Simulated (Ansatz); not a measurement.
Crystal: AsRu.

```
CELL_PARAMETERS angstrom
5.73150 0.00000 0.00000
0.00000 3.34278 0.00000
0.00000 0.00000 6.36869
ATOMIC_POSITIONS crystal
Ru 0.00543 0.75000 0.20446
Ru 0.99457 0.25000 0.79554
Ru 0.50543 0.75000 0.29554
Ru 0.49457 0.25000 0.70446
As 0.80378 0.75000 0.56990
As 0.19622 0.25000 0.43010
As 0.30378 0.75000 0.93010
As 0.69622 0.25000 0.06990
```

The cell is a database's computed one.

```yaml
Program: Ansatz 0.2.0
Task: relaxation of cell and atoms
Functional: PBE
Potentials_or_basis: Ansatz PAW
Cutoff: "420 eV (not typed: the program's choice for these potentials)"
k_mesh: 5 × 8 × 4
Occupations: fermi-dirac, width 0.05 eV
Spin: no spin polarisation
```

At the start: volume 15.25 Å³/atom.

Where does the relaxation end?

It ends after 8 steps and the volume is 15.47 Å³/atom (+1.4 %); space group Pnma (No. 62, to 0.05 Å).

The path:
```tsv
step	energy change (eV)	largest force (eV/Å)	volume (Å³)
1	0.0000	0.1813	122.02
2	-0.0180	0.0795	124.65
3	-0.0224	0.0621	123.90
4	-0.0244	0.0572	123.92
5	-0.0259	0.0218	123.65
6	-0.0260	0.0082	123.71
7	-0.0261	0.0002	123.74
8	-0.0266	0.0002	123.74
```

Final structure:
```yaml
crystal:
  lattice:
    - [5.73828, 0.00000, 0.00000]
    - [0.00000, 3.37206, 0.00000]
    - [0.00000, 0.00000, 6.39474]
  atoms:
    - { symbol: Ru, position: [0.99967, 0.75000, 0.20326] }
    - { symbol: Ru, position: [0.00033, 0.25000, 0.79674] }
    - { symbol: Ru, position: [0.49967, 0.75000, 0.29674] }
    - { symbol: Ru, position: [0.50033, 0.25000, 0.70326] }
    - { symbol: As, position: [0.80379, 0.75000, 0.56981] }
    - { symbol: As, position: [0.19621, 0.25000, 0.43019] }
    - { symbol: As, position: [0.30379, 0.75000, 0.93019] }
    - { symbol: As, position: [0.69621, 0.25000, 0.06981] }
```

Caveat: the plane-wave basis is chosen anew once the cell has moved, so the energies of steps on either side of that aren't comparable.
